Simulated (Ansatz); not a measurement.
# CsRu (R-3m) in Ansatz: convergence with wavefunction cutoff

Aim: find how far wavefunction cutoff must go before the results for CsRu settle, at PBEsol. This setting moves, with any that are tied to it; all else stays.

Everything below comes from runs of Ansatz 0.2.0. Logs are shortened: lines on timing, memory, paths and dates and some standing lists are left out, and cuts for length are marked.

## 1. The structure

The structure is trigonal, space group R-3m (No. 166). Conventional cell: a = 3.594 Å, b = 3.594 Å, c = 17.210 Å, α = 90.00°, β = 90.00°, γ = 120.00°. Cs (site symmetry -3m) is surrounded by 6 Ru at 3.54 Å and 6 Cs at 3.59 Å. Around Ru (site symmetry -3m) lie 6 Cs at 3.54 Å and 6 Ru at 3.59 Å.

The cell was built by a generator and needn't be a form met in nature.

## 2. With wavefunction cutoff 200 eV

Contents of input.yaml:

```yaml
crystal:
  lattice:
    - [1.7971485, 1.03758417, 5.73663033]
    - [-1.7971485, 1.03758417, 5.73663033]
    - [0.0, -2.07516834, 5.73663033]
  atoms:
    - { symbol: Cs, position: [0.5, 0.5, 0.5] }
    - { symbol: Ru, position: [0.0, 0.0, 0.0] }
hamiltonian:
  xc: pbesol
  pseudopotentials: { kind: paw_fr }
magnetization:
  noncollinear: true
  spin_orbit: true
kpoints:
  mp_grid: { grid: [7, 7, 7] }
scf:
  occupations: { method: cold, width: 0.05 }
output:
  forces: true
  stress: true
  eigenvalues: true
basis:
  ecutwfc: "200 eV"
```

Potentials or basis: Ansatz PAW.

Started as:

```console
ansatz run input.yaml --threads 2 --pin off --max-ram 5632MiB --backend cpu --events-out ev --progress --plain --runs-dir out
```

Run time: 4.5 s. Hardware: 2 threads of Arm Neoverse V1, shared host; peak memory 0.44 GiB.

Results:

```
Free energy            : -11393.9825 eV
Pressure               : -5.5 GPa
Band gap on the k mesh : none (metal or under the smearing width)
```

## 3. With wavefunction cutoff 250 eV

input.yaml, as its differences from that of step 2:

```diff
@@ -23,2 +23,2 @@
 basis:
-  ecutwfc: "200 eV"
+  ecutwfc: "250 eV"
```

Potentials or basis: Ansatz PAW.

Started as:

```console
ansatz run input.yaml --threads 2 --pin off --max-ram 5632MiB --backend cpu --events-out ev --progress --plain --runs-dir out
```

It took 5.4 s on 2 threads of Arm Neoverse V1, shared host; peak memory 0.46 GiB.

Results:

| Quantity | Value |
| --- | --- |
| Free energy | -11401.9662 eV |
| Pressure | -7.4 GPa |
| Band gap on the k mesh | none (metal or under the smearing width) |

## 4. With wavefunction cutoff 300 eV

input.yaml, as its differences from that of step 3:

```diff
@@ -23,2 +23,2 @@
 basis:
-  ecutwfc: "250 eV"
+  ecutwfc: "300 eV"
```

Started as:

```console
ansatz run input.yaml --threads 2 --pin off --max-ram 5632MiB --backend cpu --events-out ev --progress --plain --runs-dir out
```

Run time: 6.3 s. Hardware: 2 threads of Arm Neoverse V1, shared host; peak memory 0.49 GiB.

What came out:

| Item | Value |
| --- | --- |
| Free energy | -11403.2782 eV |
| Pressure | -7.1 GPa |
| Band gap on the k mesh | none (metal or under the smearing width) |

## 5. With wavefunction cutoff 350 eV

input.yaml, as its differences from that of step 4:

```diff
@@ -23,2 +23,2 @@
 basis:
-  ecutwfc: "300 eV"
+  ecutwfc: "350 eV"
```

Started as:

```console
ansatz run input.yaml --threads 2 --pin off --max-ram 5632MiB --backend cpu --events-out ev --progress --plain --runs-dir out
```

It took 7.1 s on 2 threads of Arm Neoverse V1, shared host; peak memory 0.52 GiB.

What came out:

```yaml
Free_energy: -11403.4495 eV
Pressure: -7.0 GPa
Band_gap_on_the_k_mesh: none (metal or under the smearing width)
```

## 6. With wavefunction cutoff 400 eV

input.yaml, as its differences from that of step 5:

```diff
@@ -23,2 +23,2 @@
 basis:
-  ecutwfc: "350 eV"
+  ecutwfc: "400 eV"
```

Potentials or basis: Ansatz PAW.

Started as:

```console
ansatz run input.yaml --threads 2 --pin off --max-ram 5632MiB --backend cpu --events-out ev --progress --plain --runs-dir out
```

It took 8.3 s on 2 threads of Arm Neoverse V1, shared host; peak memory 0.54 GiB.

The run converged. Its results:

```
Free energy            : -11403.4606 eV
Pressure               : -7.0 GPa
Band gap on the k mesh : none (metal or under the smearing width)
```

## 7. With wavefunction cutoff 450 eV

input.yaml, as its differences from that of step 6:

```diff
@@ -23,2 +23,2 @@
 basis:
-  ecutwfc: "400 eV"
+  ecutwfc: "450 eV"
```

Started as:

```console
ansatz run input.yaml --threads 2 --pin off --max-ram 5632MiB --backend cpu --events-out ev --progress --plain --runs-dir out
```

Run time: 10 s. Hardware: 2 threads of Arm Neoverse V1, shared host; peak memory 0.57 GiB.

The run converged. Its results:

| Quantity | Value |
| --- | --- |
| Free energy | -11403.4612 eV |
| Pressure | -7.0 GPa |
| Band gap on the k mesh | none (metal or under the smearing width) |

## 8. With wavefunction cutoff 500 eV

input.yaml, as its differences from that of step 7:

```diff
@@ -23,2 +23,2 @@
 basis:
-  ecutwfc: "450 eV"
+  ecutwfc: "500 eV"
```

Started as:

```console
ansatz run input.yaml --threads 2 --pin off --max-ram 5632MiB --backend cpu --events-out ev --progress --plain --runs-dir out
```

Run time: 11 s. Hardware: 2 threads of Arm Neoverse V1, shared host; peak memory 0.61 GiB.

It converged, with:

| Item | Value |
| --- | --- |
| Free energy | -11403.4620 eV |
| Pressure | -7.0 GPa |
| Band gap on the k mesh | none (metal or under the smearing width) |

## 9. With wavefunction cutoff 600 eV

input.yaml, as its differences from that of step 8:

```diff
@@ -23,2 +23,2 @@
 basis:
-  ecutwfc: "500 eV"
+  ecutwfc: "600 eV"
```

Potentials or basis: Ansatz PAW.

Started as:

```console
ansatz run input.yaml --threads 2 --pin off --max-ram 5632MiB --backend cpu --events-out ev --progress --plain --runs-dir out
```

Run time: 14 s. Hardware: 2 threads of Arm Neoverse V1, shared host; peak memory 0.68 GiB.

The run converged. Its results:

```
Free energy            : -11403.4624 eV
Pressure               : -7.0 GPa
Band gap on the k mesh : none (metal or under the smearing width)
```

## 10. With wavefunction cutoff 800 eV

input.yaml, as its differences from that of step 9:

```diff
@@ -23,2 +23,2 @@
 basis:
-  ecutwfc: "600 eV"
+  ecutwfc: "800 eV"
```

Potentials or basis: Ansatz PAW.

Started as:

```console
ansatz run input.yaml --threads 2 --pin off --max-ram 5632MiB --backend cpu --events-out ev --progress --plain --runs-dir out
```

Output:

```text
Warning: RAYON_NUM_THREADS=2 ignored (pool sized by the plan → 2); use --threads N
basis.fft_grid_basis auto: the FFT boxes are laid along the combinations [[1, 0, -1], [0, 1, -1], [0, 0, 1]] of the cell's own vectors, 3.594, 3.594 and 6.100 Å long. The dense box has 36×36×60 points. Along the cell's own vectors, as sized, it would have 60×60×60, 2.78 times as many. Of the 12 symmetry operations that the crystal satisfies within crystal.symmetry.tolerance (time reversal apart; of a slab, those that keep its plane) the dense box along the cell's own vectors carries 12, and the one as laid loses 8 of those. basis.fft_grid_basis: typed keeps the cell's own vectors: state it where this run's energies or levels are differenced outside the engine with another run's, or held beside a run that keeps those vectors.
Engine: ansatz 0.2.0, aarch64-unknown-linux-gnu
Pseudopotentials: kind: paw_fr
Pseudopotential: Cs, paw_fr, valence charge 9, recommended cutoff 420 eV (normal), Cs.paw.azcp#standard-fr
Pseudopotential: Ru, paw_fr, valence charge 16, recommended cutoff 420 eV (normal), Ru.paw.azcp#standard-fr
Functional definition: PBEsol
  exchange = pbesol_x
  correlation = pbesol_c
non-collinear run that drives no moment, with spin-orbit: no starting moment large enough to seed its density (crystal.atoms[].spin), no starting occupations that ask for one, no magnetisation constraint and no magnetic field, so the semilocal B_xc is pinned to zero
Crystal: 2 atoms, lattice volume = 64.182 Å³
Basis set: ecut = 800 eV, 3321 PW (Γ), FFT grids on a1−a3, a2−a3, a3, exchange–correlation on 72×72×120 points (8 copies of the dense FFT grid, shifted against one another)
Bands: 34, of which v1, the nominal top of the filled ones, is band 25 counted from 1 (24 counted from 0)
Symmetry: 12 space group operations + 12 with time reversal
Magnetic group: BNS 166.98 (UNI 1328), of the structure as read, at distance tolerance 4.0e-5 Å
k-points: 44 of 343
Projection manifold: j_resolved (fully-relativistic pseudo-atomic orbitals)
Non-local potential: Cs, projectors of the file, l = 0: 3, l = 1: 4, l = 2: 4, l = 3: 4
Non-local potential: Ru, projectors of the file, l = 0: 3, l = 1: 4, l = 2: 4, l = 3: 2
PAW form: soft (Blöchl's): semilocal exchange-correlation on the pseudo side does not see the compensation charge
PAW frozen core: Cs, regenerated for the run's functional, and the local potential with it (the file was generated under x = pbe(κ = 0.804, μ = 0.2195149727645171), c = pbe(β = 0.06672455060314922))
PAW frozen core: Ru, regenerated for the run's functional, and the local potential with it (the file was generated under x = pbe(κ = 0.804, μ = 0.2195149727645171), c = pbe(β = 0.06672455060314922))
PAW one-centre angular grid: Cs, 194 points (default); XC on 64 Gauss nodes
PAW one-centre angular grid: Ru, 590 points (default); XC on 64 Gauss nodes
Initial density: superposition of atomic densities (chi_scale 0.1, normalization cell, long waves kept (reshape's long-wave potential 0.00 eV rms))
Initial wavefunctions: pseudopotential atomic-orbital guess
Functional: x = pbesol(κ = 0.804, μ = 0.12345679012345678), c = pbesol(β = 0.046)
SCF iter   1: F=—  HF=-11410.362437 eV  |F-HF|=—  |Δ(HF+E_count)|=         —  Δρ=2.17e-1  dr2=8.37e1  dr2_m=0.00e0 (ungated)  ethr=3.10e-3  |M|=0.00e0 ∫|m|=0.00e0 μB  |m|>n=0.0e0 m-floor=0.0e0 τ_xc=0.0e0  β_m=0.30  ⟨swp⟩=11.0  Hψ=4624  notcnv=0
preconditioner: auto → Kerker (q_TF=auto, 2.332 Å⁻¹)  [metal: Δε(μ)=0.016 eV  Ē_g=7.171 eV  σ=0.050 eV  W_gap=0.20  n_scr=16 (ndim 8)  ℏωp=18.0 eV  f_vac=0.000  D(μ)=6.36/eV (n_scr^D=90)]
spin=Noncollinear: Kerker preconditioning applied to the charge; magnetization (m_x, m_y, m_z) channels mix plain (no charge-response kernel on spin).
[... 10 lines left out ...]
SCF 1 converged in 11 iterations: F = -11403.462623 eV  dr2 = 7.85e-8
SCF converged after 11 iterations
Stability not checked: this state was not tested for a lower state beside it, because cold or Methfessel-Paxton smearing, or corrected tetrahedra, fill the levels in a way that the test cannot read (fill_not_monotonic; see scf.lower_state_search)
Magnetization: |M| = 0.0000 μB,  M = (+0.0000, +0.0000, +0.0000) μB
Absolute magnetization: 0.0000 μB (∫|m|)
  site 0: m = (+0.0000, +0.0000, +0.0000) μB, |m| = 0.0000 μB  (R = 1.46 Å)
  site 1: m = (+0.0000, +0.0000, +0.0000) μB, |m| = 0.0000 μB  (R = 1.46 Å)
Free energy (F): -11403.462623 eV
Harris-Foulkes:  -11403.462623 eV  (|F-HF|=3.57e-8)
Internal energy: -11403.462888 eV  (E = F + TS)
E sigma→0 (E₀):  -11403.462711 eV
Entropy (-TS):   0.000264 eV (0.132 meV/atom)
Fermi energy:    9.061510 eV
--- Per-component energies (eV) ---
  E_band       = -270.908808
  E_kinetic    = 655.019065
  E_local      = -2466.798995  (includes V_loc(G=0)·N_el)
  E_nonlocal   = 381.942913
  E_hartree    = 882.815193
  E_xc         = -357.504584
  E_vxc        = -358.688788  (∫ρ·V_xc dr)
  E_paw        = -8390.703652  (= ΣΔE_a)
  E_vpaw       = -248.023316  (= ΣTr[D̂ρ^β])
  E_aug_tail   = 0.000052  (compensation charges beyond the density's cutoff)
  E_ewald      = -2108.632481
  E_core_change = 0.399600  (= ΣΔE_core)
  E_smearing   = 0.000264  (= −TS)
  E_closure    = 0.000000  (closes the sum)
  Σ components = -11403.462623   (vs F -11403.462623, Δ=0.00e0)
--- Forces (eV/Å), atoms counted from 1 ---
  atom   1  Cs     0.00000000     0.00000000     0.00000000
  atom   2  Ru     0.00000000     0.00000000    -0.00000000
  max |Σ_I F_I| component: 1.68e-29 eV/Å
--- Stress (GPa, compression-positive) ---
       -8.542446       0.000000       0.000000
        0.000000      -8.542446       0.000000
        0.000000       0.000000      -3.888329
  P = ⅓ Tr σ = -6.9911 GPa (-69.911 kbar)
--- Band table (eV; the first three rows and the last of 44) ---
  k-point 0: bands = ["-62.2539", "-62.2539", "-34.6370", "-34.6370", "-31.3164", "-31.3164", "-31.1192", "-31.1192", "-13.5814", "-13.5814", "-0.8542", "-0.8542", "0.9733", "0.9733", "1.8260", "1.8260", "6.1435", "6.1435", "8.2149", "8.2149", "8.3734", "8.3734", "8.6441", "8.6441", "9.0708", "9.0708", "9.2004", "9.2004", "11.5262", "11.5262", "13.3809", "13.3809", "14.2596", "14.2596"]
  k-point 1: bands = ["-62.2536", "-62.2536", "-34.6389", "-34.6389", "-31.3205", "-31.3205", "-31.1199", "-31.1199", "-13.4828", "-13.4828", "-0.8927", "-0.8927", "0.6303", "0.6303", "1.4316", "1.4316", "6.5729", "6.5729", "8.3302", "8.3302", "8.4479", "8.4479", "8.7314", "8.7314", "8.9981", "8.9981", "9.1665", "9.1665", "12.0396", "12.0396", "12.8413", "12.8413", "13.4755", "13.4755"]
  k-point 2: bands = ["-62.2528", "-62.2528", "-34.6432", "-34.6432", "-31.3298", "-31.3298", "-31.1214", "-31.1214", "-13.2473", "-13.2473", "-1.3530", "-1.3530", "0.1015", "0.1015", "1.0376", "1.0376", "7.4959", "7.4959", "8.3396", "8.3396", "8.6670", "8.6670", "8.8701", "8.8701", "9.0732", "9.0732", "9.2119", "9.2119", "11.1552", "11.1552", "11.8780", "11.8780", "14.7560", "14.7560"]
  k-point 43: bands = ["-62.2536", "-62.2536", "-34.6389", "-34.6389", "-31.3205", "-31.3205", "-31.1200", "-31.1200", "-13.4782", "-13.4782", "-0.9811", "-0.9811", "0.5566", "0.5566", "1.4252", "1.4252", "7.4352", "7.4352", "8.3850", "8.3850", "8.7339", "8.7339", "8.7751", "8.7751", "9.0797", "9.0797", "9.2563", "9.2563", "10.7175", "10.7175", "12.5700", "12.5700", "13.3204", "13.3204"]
```

Run time: 20 s. Hardware: 2 threads of Arm Neoverse V1, shared host; peak memory 0.85 GiB.

Results:

* Free energy: -11403.4626 eV
* Pressure: -7.0 GPa
* Band gap on the k mesh: none (metal or under the smearing width)

## 11. Result

```csv
wavefunction cutoff,"energy less the tightest run, at zero smearing (meV/atom)",pressure (GPa),SCF cycles,CPU time (s),peak memory (GiB)
200 eV,4740.37,-5.49,12,8.8,0.44
250 eV,748.15,-7.42,11,10,0.46
300 eV,92.23,-7.09,11,12,0.49
350 eV,6.58,-6.98,11,14,0.52
400 eV,1.02,-6.99,11,16,0.54
450 eV,0.69,-6.99,11,20,0.57
500 eV,0.29,-6.99,11,21,0.61
600 eV,0.09,-6.99,11,27,0.68
800 eV,0.00,-6.99,11,40,0.85
```

Against the tightest run, the energy stays within 1 meV/atom from 450 eV on; the pressure stays within 0.1 GPa from 300 eV on. The tightest run that finished is the yardstick and may itself not be fully converged.

Caveats: the PAW data sets come from PBE, with cores solved anew for the run's functional, which leaves a small shift of forces and pressure.
